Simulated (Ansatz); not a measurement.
# Cu (bcc type): the cost of one run

Computed with Ansatz 0.2.0 (DFT LDA, with the methods named in each step, unless a step's input says otherwise).

This is Cu in the bcc structure; at room conditions it is fcc.

1 further run of the same task is left out (it didn't finish). Runs told in other sessions of the task aren't counted.

## (1) The structure to begin with

It takes space group Im-3m (No. 229, cubic). The conventional cell has a = 2.796 Å, b = 2.796 Å, c = 2.796 Å, α = 90.00°, β = 90.00°, γ = 90.00°. Cu (site symmetry m-3m) has 8 Cu at 2.42 Å in its first shell of neighbours.

Coordinates:

```xyz
1
Lattice="-1.3981 1.3981 1.3981 1.3981 -1.3981 1.3981 1.3981 1.3981 -1.3981" Properties=species:S:1:pos:R:3 pbc="T T T"
Cu    0.0000    0.0000    0.0000
```

Whether this phase is the stable one at these pressures isn't tested.

## (2) The reference volume, LAPW

input.yaml reads:

```yaml
crystal:
  lattice:
    - [-1.3981347074, 1.3981347074, 1.3981347074]
    - [1.3981347074, -1.3981347074, 1.3981347074]
    - [1.3981347074, 1.3981347074, -1.3981347074]
  atoms:
    - { symbol: Cu, position: [0.0, 0.0, 0.0] }
kpoints:
  mp_grid: { grid: [19, 19, 19] }
  band_path:
    path:
      - [0.0, 0.0, 0.0]
      - [0.5, -0.5, 0.5]
      - [0.0, 0.0, 0.5]
      - [0.0, 0.0, 0.0]
      - [0.25, 0.25, 0.25]
      - [0.5, -0.5, 0.5]
      - [0.25, 0.25, 0.25]
      - [0.0, 0.0, 0.5]
    npoints: 14
scf:
  occupations: { method: fermi_dirac, width: 0.08 }
hamiltonian:
  xc: lda
  pseudopotentials: { kind: all_electron, lapw: { basis_error: 0.001 } }
output:
  forces: true
  stress: true
  eigenvalues: true
  populations: true
  dos: { projected: true, de: 0.2, e_range: [-14, 8] }
```

Command:

```sh
ansatz run input.yaml --threads 1 --pin off --max-ram 2048MiB --backend cpu --events-out ev --progress --plain --runs-dir out
```

What time and memory should one allow on 1 thread of Arm Neoverse V2, shared host?

About 16 s, with a peak of 0.35 GiB.
